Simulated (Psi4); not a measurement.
# GaH2Cl (SMILES [H][Ga]([H])[Cl]) at CCSD(T)/6-311G(d,p) (sweep point 6)

What is the vertical electron affinity of GaH2Cl at CCSD(T)/6-311G** (sweep point 6)? 

Program for the calculation: Psi4 1.11.

2 further runs of the same task are left out: 2 that didn't finish.

**1. The system as given**

The species is GaH2Cl (4 atoms), meant as a singlet with charge 0. SMILES: `[H][Ga]([H])[Cl]`. Geometry: a GFN2-xTB relaxation, a rough one for these elements and not checked as a minimum.

Bond lengths: Ga1–Cl4 2.069 Å, Ga1–H2 1.564 Å, Ga1–H3 1.564 Å. Angles: H2–Ga1–Cl4 121.1°, H3–Ga1–Cl4 121.1°, H2–Ga1–H3 117.7°.

**2. The energy at CCSD(T)/6-311G(d,p) (sweep point 6)**

The input, clgah2.inp:

```
memory 1600 MB

molecule m {
  0 1
  Ga     0.10935845     0.18267982    -0.00117163
  H      3.06519247     0.19500084     0.02286569
  H     -1.27605646     2.79363882    -0.03701973
  Cl    -1.89849445    -3.17131949     0.01532568
  units au
  symmetry c1
}

set puream true
set scf_type pk
set num_frozen_docc 14

energy_value = energy('ccsd(t)/6-311G**')
```

On the command line:

```
$ psi4 -i clgah2.inp -o clgah2.out -n 1
```

clgah2.out:

```text
[...]
  Running in c1 symmetry.
[...]
  Nuclear repulsion =  161.654819634505344
[...]
  Multiplicity = 1
[...]
  Nalpha       = 25
  Nbeta        = 25
[...]
    Number of basis functions: 82
[...]
   @RHF iter   1: -2382.14181607978344   -2.38816e+00   3.94763e-02 ADIIS/DIIS
[...]
   @RHF iter  12: -2383.91794241257094   -1.81899e-12   1.95120e-09 DIIS
[...]
    Orbital Energies [Eh]
    ---------------------
    Doubly Occupied:
       1A   -378.852388     2A   -104.825392     3A    -48.203696
       4A    -42.533961     5A    -42.530644     6A    -42.530183
       7A    -10.553311     8A     -8.021196     9A     -8.019141
      10A     -8.018847    11A     -6.432976    12A     -4.529648
      13A     -4.525404    14A     -4.522361    15A     -1.243808
      16A     -1.235891    17A     -1.231174    18A     -1.231025
      19A     -1.230395    20A     -1.078310    21A     -0.618313
      22A     -0.493265    23A     -0.492290    24A     -0.473364
      25A     -0.422887
[...]
  @RHF Final Energy: -2383.91794241257094
   => Energetics <=
    Nuclear Repulsion Energy =            161.6548196345053441
    One-Electron Energy =               -3643.4457873226319862
    Two-Electron Energy =                1097.8730252755556194
    Total Energy =                      -2383.9179424125713922
[...]
 Multipole Moments:
 ------------------------------------------------------------------------------------
     Multipole            Electronic (a.u.)      Nuclear  (a.u.)        Total (a.u.)
 ------------------------------------------------------------------------------------
 L = 1.  Multiply by 2.5417464519 to convert [e a0] to [Debye]
 Dipole X            :          0.4649948           -0.1631391            0.3018557
 Dipole Y            :          0.7767570           -0.2725206            0.5042364
 Dipole Z            :         -0.0047078            0.0019131           -0.0027947
 Magnitude           :                                                    0.5876896
[...]
      * MP2 total energy                      = -2384.290190391635406
[...]
      * CCSD total energy                     = -2384.302580898515316
[...]
      * CCSD(T) total energy                  = -2384.313577395149878
[...]
```

Run time: 14 s. Hardware: 1 thread of Intel Xeon Platinum 8488C (Sapphire Rapids), shared host; peak memory 0.45 GiB.

**3. The doublet anion, same level**

The input, input.dat:

```
memory 1.6 GB

molecule {
  -1 2
  Ga     0.10935845     0.18267982    -0.00117163
  H      3.06519247     0.19500084     0.02286569
  H     -1.27605646     2.79363882    -0.03701973
  Cl    -1.89849445    -3.17131949     0.01532568
  units bohr
  symmetry c1
}

set {
  basis 6-311G**
  reference uhf
  puream true
  scf_type pk
  num_frozen_docc 14
  maxiter 150
}

e_tot, wfn = energy("ccsd(t)", return_wfn=True)
```

On the command line:

```
$ psi4 -n 1 input.dat output.dat
```

output.dat:

```text
[...]
  Running in c1 symmetry.
[...]
  Nuclear repulsion =  161.654819634505344
[...]
  Multiplicity = 2
[...]
  Nalpha       = 26
  Nbeta        = 25
[...]
    Number of basis functions: 82
[...]
   @UHF iter   1: -2381.82147831947987   -2.06782e+00   4.08606e-02 DIIS/ADIIS
[...]
   @UHF iter  15: -2383.89950624586709   -1.27329e-11   9.77943e-09 DIIS
[...]
   @S^2 Observed:                7.627004859E-01
[...]
    Orbital Energies [Eh]
    ---------------------
    Alpha Occupied:
       1A   -378.617926     2A   -104.631777     3A    -47.969198
       4A    -42.299601     5A    -42.296653     6A    -42.296153
       7A    -10.360783     8A     -7.828443     9A     -7.827720
      10A     -7.826642    11A     -6.198914    12A     -4.294742
      13A     -4.292645    14A     -4.289416    15A     -1.012560
      16A     -0.999995    17A     -0.999028    18A     -0.995865
      19A     -0.995052    20A     -0.887306    21A     -0.424382
      22A     -0.300603    23A     -0.296925    24A     -0.295181
      25A     -0.215589    26A      0.005712
    Alpha Virtual:
[...]
  @UHF Final Energy: -2383.89950624586709
   => Energetics <=
    Nuclear Repulsion Energy =            161.6548196345053441
    One-Electron Energy =               -3654.2512540493198685
    Two-Electron Energy =                1108.6969281689475793
    Total Energy =                      -2383.8995062458670873
  UHF NO Occupations:
  HONO-2 :   24  A 1.9990465
  HONO-1 :   25  A 1.9949338
[...]
 Multipole Moments:
 ------------------------------------------------------------------------------------
     Multipole            Electronic (a.u.)      Nuclear  (a.u.)        Total (a.u.)
 ------------------------------------------------------------------------------------
 L = 1.  Multiply by 2.5417464519 to convert [e a0] to [Debye]
 Dipole X            :         -0.1682047           -0.1631391           -0.3313438
 Dipole Y            :         -0.2809453           -0.2725206           -0.5534659
 Dipole Z            :          0.0014269            0.0019131            0.0033400
 Magnitude           :                                                    0.6450770
[...]
      * MP2 total energy                      = -2384.283197745864527
[...]
      * CCSD total energy                     = -2384.296607042108008
[...]
      * CCSD(T) total energy                     = -2384.308218815241617
[...]
```

It took 47 s on 1 thread of Intel Xeon Platinum 8488C (Sapphire Rapids), shared host; peak memory 0.45 GiB.

**4. Summary of results**

At CCSD(T)/6-311G** (sweep point 6), 14 core orbitals frozen:

```
                                                                 quantity           value
                                             singlet GaH2Cl: total energy  -2384.31358 Eh
                      singlet GaH2Cl: HOMO energy (Hartree–Fock orbitals)       -11.51 eV
                      singlet GaH2Cl: LUMO energy (Hartree–Fock orbitals)         0.80 eV
                    singlet GaH2Cl: HOMO–LUMO gap (Hartree–Fock orbitals)        12.31 eV
             singlet GaH2Cl: correlation energy (14 core orbitals frozen)      -395.6 mEh
                                           singlet GaH2Cl: (T) correction      -11.00 mEh
                                            singlet GaH2Cl: T1 diagnostic           0.012
                                              doublet anion: total energy  -2384.30822 Eh
doublet anion: HOMO energy (Hartree–Fock orbitals) (highest over α and β)         0.16 eV
 doublet anion: LUMO energy (Hartree–Fock orbitals) (lowest over α and β)         6.30 eV
              doublet anion: correlation energy (14 core orbitals frozen)      -408.7 mEh
                                            doublet anion: (T) correction      -11.61 mEh
                         doublet anion: ⟨S²⟩ of the reference determinant           0.763
                                             doublet anion: T1 diagnostic           0.018
                        vertical electron affinity (to the doublet anion)       -0.146 eV
```

What this shows: The anion lies 0.15 eV (14.1 kJ/mol) above the neutral: the electron isn't bound at this level, and such a value depends on the basis. Without diffuse functions anions come out too high. The triples (singlet GaH2Cl) make up 2.8 % of the correlation energy. The triples (doublet anion) make up 2.8 % of the correlation energy. The HOMO (doublet anion) lies at positive energy, 0.16 eV: the electron is unbound at this level or held by a compact basis; values depend on the basis.
